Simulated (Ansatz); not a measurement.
This script drives the Python package of Ansatz (0.2.0).

Contents of `alfh4osi.xyz`:
```text
8

O    -0.62310    1.51500   -0.96050
Si    0.22890    0.83230    0.29280
Al    0.24210   -1.50530   -0.01770
F    -0.50190   -2.23940   -1.40980
H    -1.59500    1.22760   -0.85410
H    -0.38840    1.17050    1.58670
H     1.63530    1.35550    0.27430
H     1.09430   -2.41320    1.03240
```

The script, `md_alfh4osi.py`:
```python
import ansatz
import numpy as np

molecule = ansatz.Crystal.molecule_from_extxyz('alfh4osi.xyz')

calc = (
    molecule.calculation()
    .basis(gaussian='6-31G*')
    .functional('b3lyp')
)
symbols = [site.symbol for site in molecule.cartesian_sites]
start = np.array([site.position_ang for site in molecule.cartesian_sites], dtype=float)
data = calc.relax(force_tolerance=0.02).run(threads=1, pin='off').report
end = np.array(data['positions_ang'])
minimum = ansatz.Crystal.molecule()
for symbol, place in zip(symbols, end):
    minimum = minimum.atom(symbol, place.tolist())

calc = (
    minimum.calculation()
    .basis(gaussian='6-31G*')
    .functional('b3lyp')
    .md('nvt_langevin', timestep=0.5, steps=40, temperature=300, initial_velocities='maxwell_boltzmann', seed=12, friction=0.01)
)
frames = []
result = calc.session().plan().execute(on_event=lambda e: frames.append(e['data']) if e['event'] == 'md_step' else None)
print('t (fs)   E_pot (eV)      E_kin (eV)   T (K)   d(0-1) (A)')
for f in frames[::3]:
    xyz = np.array(f['positions_ang'])
    print(f'{f["time_fs"]:6.2f} {f["lagrangian_ev"]:14.5f} {f["e_kin_ev"]:10.5f} {f["temperature_k"]:8.1f} {np.linalg.norm(xyz[0] - xyz[1]):9.4f}')
print('mean temperature', round(float(np.mean([f['temperature_k'] for f in frames])), 1), 'K')
```

It is started by `python md_alfh4osi.py`. How long does it take on 1 thread of Arm Neoverse V2, with other jobs on the host, and how much memory does it need?

It took about 2.6 min, with a peak of 0.24 GiB, for 2 runs of the engine.

```console
$ python md_alfh4osi.py
t (fs)   E_pot (eV)      E_kin (eV)   T (K)   d(0-1) (A)
  0.00   -19306.15185    0.27145    262.5    1.6784
  1.50   -19306.14449    0.22140    214.1    1.6755
  3.00   -19306.13098    0.20846    201.6    1.6737
  4.50   -19306.11949    0.19529    188.9    1.6730
  6.00   -19306.10765    0.16935    163.8    1.6722
  7.50   -19306.09883    0.15681    151.6    1.6729
  9.00   -19306.08257    0.14023    135.6    1.6744
 10.50   -19306.07532    0.15800    152.8    1.6764
 12.00   -19306.06118    0.13828    133.7    1.6779
 13.50   -19306.04547    0.14722    142.4    1.6804
 15.00   -19306.05058    0.12510    121.0    1.6835
 16.50   -19306.05086    0.12488    120.8    1.6851
 18.00   -19306.04032    0.12730    123.1    1.6854
 19.50   -19306.03046    0.14366    138.9    1.6841
mean temperature 158.9 K
```

Notes:
- Total energies depend on the basis set; only differences at equal settings carry meaning.
- The trajectory is only some femtoseconds long, so its temperature is not equilibrated; where the script doesn't relax first, it starts from a rough generated geometry.
- b3lyp holds the VWN-RPA fit, as in Gaussian; the form of ORCA and Turbomole is b3lyp5.
- The printed temperature counts all 3N degrees of freedom under Langevin dynamics, so the first row lies under the target.
